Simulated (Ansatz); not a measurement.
# Platinum, omega (AlB2-type) under r²SCAN: ground state and equation of state

What does r²SCAN give for platinum in the omega (AlB2-type) structure? We relax it, solve it on a dense k-mesh, then scale the cell to 7 volumes from 88 to 112 % of the relaxed one and try a fit of the equation of state. The start is ferromagnetic. The k-meshes are 8×8×12 for the relaxation; 11×11×15 for the dense run; 9×9×13 for the volumes.

Program: Ansatz 0.2.0. Level of theory: DFT r2SCAN, plane waves (500 eV) with PAW, scalar-relativistic; PAW files made under PBE, frozen cores solved again for the functional. These are calculated values, not measurements.

## Step 1: The starting structure

The structure is hexagonal, space group P6/mmm (No. 191). The conventional cell has a = 4.402 Å, b = 4.402 Å, c = 2.698 Å, α = 90.00°, β = 90.00°, γ = 120.00°. Pt (site symmetry 6/mmm) is surrounded by 14 Pt at 2.70 to 2.88 Å. Pt (site symmetry -6m2) has 11 Pt at 2.54 to 2.88 Å as nearest neighbours.

Structure file:

```cif
data_structure
_symmetry_space_group_name_H-M 'P6/mmm'
_symmetry_Int_Tables_number 191
_cell_length_a 4.4020
_cell_length_b 4.4020
_cell_length_c 2.6984
_cell_angle_alpha 90.000
_cell_angle_beta 90.000
_cell_angle_gamma 120.000
_cell_volume 45.28
loop_
_atom_site_label
_atom_site_type_symbol
_atom_site_symmetry_multiplicity
_atom_site_Wyckoff_symbol
_atom_site_fract_x
_atom_site_fract_y
_atom_site_fract_z
_atom_site_occupancy
Pt1 Pt 1 a 0.00000 0.00000 0.00000 1
Pt2 Pt 2 d 0.33333 0.66667 0.50000 1
```

The atoms start with moments of +1 ×3 μB.

## Step 2: Geometry optimisation

Input file input.yaml:

```yaml
crystal:
  lattice:
    - [4.4020276304, 0.0, 0.0]
    - [-2.2010138152, 3.8122677561, 0.0]
    - [0.0, 0.0, 2.6984429374]
  atoms:
    - { symbol: Pt, position: [0.0, 0.0, 0.0], spin: 1.0 }
    - { symbol: Pt, position: [0.3333333333, 0.6666666667, 0.5], spin: 1.0 }
    - { symbol: Pt, position: [0.6666666667, 0.3333333333, 0.5], spin: 1.0 }
hamiltonian:
  xc: r2scan
  pseudopotentials:
    kind: paw
    azcp:
      Pt: "pseudopotentials/Pt.paw.azcp"
basis:
  ecutwfc: 500
  fft_grid_basis: typed
kpoints:
  mp_grid: { grid: [8, 8, 12], shift: [0, 0, 0] }
magnetization:
  spin_polarized: true
scf:
  occupations: { method: fermi_dirac, width: 0.05 }
relax:
  max_steps: 60
  f_tol: 0.01
  cell: {}
```

On the command line:

```sh
> ansatz run input.yaml --threads 2 --pin off --max-ram 6144MiB --backend cpu --events-out ev --progress --plain --runs-dir out
```

Further steps of the session: Single point on a dense mesh; The cell scaled to 88 % of its volume; The cell scaled to 92 % of its volume; The cell scaled to 96 % of its volume; The cell scaled to 100 % of its volume; The cell scaled to 104 % of its volume; The cell scaled to 108 % of its volume; The cell scaled to 112 % of its volume.

What does the calculation give? Wanted: space group; conventional cell; volume; shortest distance; gap on the mesh; magnetic state; relative to fcc; V₀, B₀, B₀′.

As calculated:

| quantity | value |
| --- | --- |
| space group (spins left aside) | P6/mmm (No. 191) |
| conventional cell | a = 4.501 Å, c = 2.681 Å (c/a = 0.596) |
| volume | 15.677 Å³/atom |
| shortest distance | 2.598 Å |
| gap on the mesh | none (levels filled in part) |
| magnetic state | ferromagnetic, up to 0.25 μB per atom |
| relative to fcc | +149 meV/atom |
| V₀, B₀, B₀′ | 15.682 Å³/atom, 254 GPa, 5.4 |

What this shows: The relaxation enlarged the cell by 3.9 % in volume. Against the reference form of platinum (fcc, computed apart with the same settings) it stands 149 meV/atom higher. The final state is ferromagnetic (largest moment 0.25 μB). Levels at the Fermi energy are filled in part, as in a metal. B₀ comes out at 254 GPa; letting shape and positions relax at each volume could only lower it. The symmetry was held, so the structure may be unstable against distortions that break it.
